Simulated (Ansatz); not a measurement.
I need a single point in a Gaussian basis of CH₃Cl₂FSi, SMILES FC([SiH3])(Cl)Cl. Use Ansatz's Python interface. Level of theory: r2SCAN, 6-31G* basis, multiplicity 1.

Input file `ch3cl2fsi.xyz`:
```text
8

F    -0.57870    1.76520   -0.06080
C    -0.42390    0.56750   -0.59990
Si    0.36770   -0.50790    0.62990
Cl   -1.92040   -0.10690   -1.06180
Cl    0.61250    0.72640   -2.05660
H    -0.41070   -0.65760    1.88430
H     1.75010    0.02600    1.08620
H     0.69540   -1.86970    0.12290
```

The script, `run_energy.py`:
```python
"""Single point of CH3Cl2FSi."""

from pathlib import Path
import warnings

import ansatz

SETTINGS = {
    "basis": "6-31G*",
    "functional": "r2scan",
}


def main() -> None:
    warnings.simplefilter("ignore", ansatz.DeckWarning)

    mol = ansatz.Crystal.molecule_from_extxyz("ch3cl2fsi.xyz")

    job = mol.calculation()
    job = job.basis(gaussian=SETTINGS["basis"]).functional(SETTINGS["functional"])
    job = job.accuracy("medium")
    job = job.scf(lower_state_search="light")
    job = job.orbitals()
    res = job.run(runs_dir="runs")
    r = res.report

    print("reference energy %16.6f eV" % r["reference_energy_ev"])
    print("total energy     %16.6f eV" % r["free_energy_ev"])
    print("occupied orbitals outside the frozen core (up, down):", r["n_occupied"], " frozen:", r["n_frozen"], " virtual:", r["n_virtual"])

    state = r["mean_field"]["state"]
    print(f"mean field: {state['energy']['hartree']:.7f} Ha, <S^2> = {abs(state['spin_squared']):.4f}, stability: {state.get('stability', {}).get('kind')}")

    lines = Path(r["orbitals_path"]).read_text().splitlines()
    field_of = lambda key: [line.split("=")[1].strip() for line in lines if line.startswith(key)]
    orbitals = [(27.211386 * float(e), s, float(n)) for e, s, n in zip(field_of("Ene="), field_of("Spin="), field_of("Occup="))]
    homo = max(e for e, _, n in orbitals if n > 0.5)
    lumo = min(e for e, _, n in orbitals if n < 0.5)
    print(f"HOMO {homo:.3f} eV, LUMO {lumo:.3f} eV, gap {lumo - homo:.3f} eV")


if __name__ == "__main__":
    main()
```

```console
$ python run_energy.py
reference energy    -36719.093229 eV
total energy        -36719.093229 eV
occupied orbitals outside the frozen core (up, down): [33, 33]  frozen: 0  virtual: [60, 60]
mean field: -1349.4017871 Ha, <S^2> = 0.0000, stability: minimum
HOMO -7.851 eV, LUMO -1.352 eV, gap 6.499 eV
```

The settings weren't tested for convergence. The geometry is a force-field or estimated start, not a minimum of this method, and the basis set is short of its limit. Levels such as HOMO and LUMO are orbital energies: with these approximate functionals they aren't the ionisation energy and electron affinity, and their gap isn't the fundamental gap. Run time: 8.1 s on 1 thread of Arm Neoverse V1, with other jobs on the host, peak memory 0.18 GiB.
